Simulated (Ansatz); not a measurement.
# CHF2NSn: harmonic frequencies at the relaxed geometry, by script

The task is harmonic frequencies at the relaxed geometry, for CHF2NSn.

All numbers are computed with the Python package of Ansatz 0.2.0. Level of theory: r2SCAN+D3(BJ)/def2-SVP.

### 1 The system

Bond lengths: N1–C2 1.223 Å, C2–Sn3 2.121 Å, Sn3–F4 1.852 Å, Sn3–F5 1.957 Å, Sn3–H6 1.759 Å. Angles: N1–C2–Sn3 179.2°, C2–Sn3–F4 108.6°, C2–Sn3–F5 108.2°, C2–Sn3–H6 108.6°, F4–Sn3–F5 109.5°, F4–Sn3–H6 112.4°, F5–Sn3–H6 109.4°.

chf2nsn.xyz, read by the script:

```xyz
6

N     1.79000   -1.71830    1.15050
C     0.97910   -0.94830    0.65490
Sn   -0.42260    0.37310   -0.23200
F    -1.82590   -0.62400   -0.91580
F     0.47280    1.32590   -1.68820
H    -0.95130    1.52770    0.98450
```

### 2 Script

freq.py

```python
# -*- coding: utf-8 -*-
import itertools

import ansatz as az
from ase.data import atomic_numbers, covalent_radii
import numpy as np

geometry = az.Crystal.molecule_from_extxyz('chf2nsn.xyz')

calc = geometry.calculation()
calc = calc.basis(gaussian='def2-SVP')
calc = calc.functional('r2scan', dispersion='d3bj')
symbols = [site.symbol for site in geometry.cartesian_sites]
start = np.array([site.position_ang for site in geometry.cartesian_sites], dtype=float)
summary = calc.relax(force_tolerance=0.003).run(threads=1, pin='off').report
end = np.array(summary['positions_ang'])

radius = [covalent_radii[atomic_numbers[s]] for s in symbols]
span = lambda where, i, j: np.linalg.norm(where[i] - where[j])
bonded = [(i, j) for i, j in itertools.combinations(range(len(symbols)), 2) if min(span(start, i, j), span(end, i, j)) < 1.2 * (radius[i] + radius[j])]
print('pair        before    after (A)')
for i, j in bonded:
    print(f'{symbols[i]}{i}-{symbols[j]}{j}'.ljust(10), f'{span(start, i, j):8.4f} {span(end, i, j):8.4f}')

minimum = az.Crystal.molecule()
for symbol, place in zip(symbols, end):
    minimum = minimum.atom(symbol, place.tolist())
vibrating = (
    minimum.calculation()
    .basis(gaussian='def2-SVP')
    .functional('r2scan', dispersion='d3bj')
    .phonons(temperatures=(200, 600, 100))
)
vib = vibrating.run(threads=1, pin='off').report['vibrations']
sums = vib['harmonic_sums']
modes = [m['omega_inv_cm'] for m in sums['modes_at_gamma'] if m['rigid_motion'] == 'no']
print('frequencies (1/cm):', ' '.join(f'{w:.0f}' for w in modes))
print('imaginary modes:', sum(w < 0 for w in modes), ' zero-point energy:', round(sums['zero_point_energy_ev'], 4), 'eV')
print('T (K)   F_vib (eV)   S_vib (meV/K)   C_vib (meV/K)')
for row in zip(sums['temperatures_k'], sums['vibrational_free_energy_ev'], vib['entropy_ev_per_k'], vib['heat_capacity_ev_per_k']):
    print(f'{row[0]:6.1f} {row[1]:11.4f} {1000 * row[2]:13.4f} {1000 * row[3]:15.4f}')
```

### 3 The input behind the calls

The engine receives this input (first run):

```yaml
crystal:
  periodic: [false, false, false]
  atoms:
    - { symbol: "N", position_ang: [1.79, -1.7183, 1.1505] }
    - { symbol: C, position_ang: [0.9791, -0.9483, 0.6549] }
    - { symbol: Sn, position_ang: [-0.4226, 0.3731, -0.232] }
    - { symbol: F, position_ang: [-1.8259, -0.624, -0.9158] }
    - { symbol: F, position_ang: [0.4728, 1.3259, -1.6882] }
    - { symbol: H, position_ang: [-0.9513, 1.5277, 0.9845] }
basis:
  gaussian:
    orbitals: def2-SVP
hamiltonian:
  xc: r2scan
  dispersion: d3bj
relax:
  f_tol: 0.003
```

### 4 The run

The run is started by

```bash
python freq.py
```

**Question.** What results will this script give? Wanted: moves of the relaxation of run 1; energy gained in run 1; last largest force component of run 1; highest frequency; imaginary modes; zero-point energy.

As calculated:

```
                             quantity        value
                        runs compared            2
     moves of the relaxation of run 1            6
               energy gained in run 1     0.339 eV
last largest force component of run 1  0.0009 eV/Å
                    highest frequency    2297 cm⁻¹
                      imaginary modes            0
                    zero-point energy     0.502 eV
```

What this shows: Run 1: After 6 moves the largest shift is 0.107 Å, of atom 3 (Sn). All frequencies are real, so the geometry is a minimum. The values are harmonic; measured fundamentals also hold anharmonic shifts, mostly downward for stretches. Caveats:
- The frequencies are harmonic and unscaled, in a modest basis.
- def2 sets replace the cores of elements past krypton by effective core potentials.
- The result belongs to the one conformer reached from this start, and soft torsions count as harmonic oscillators.
- A dispersion term here runs with damping parameters fitted for another variant or functional.
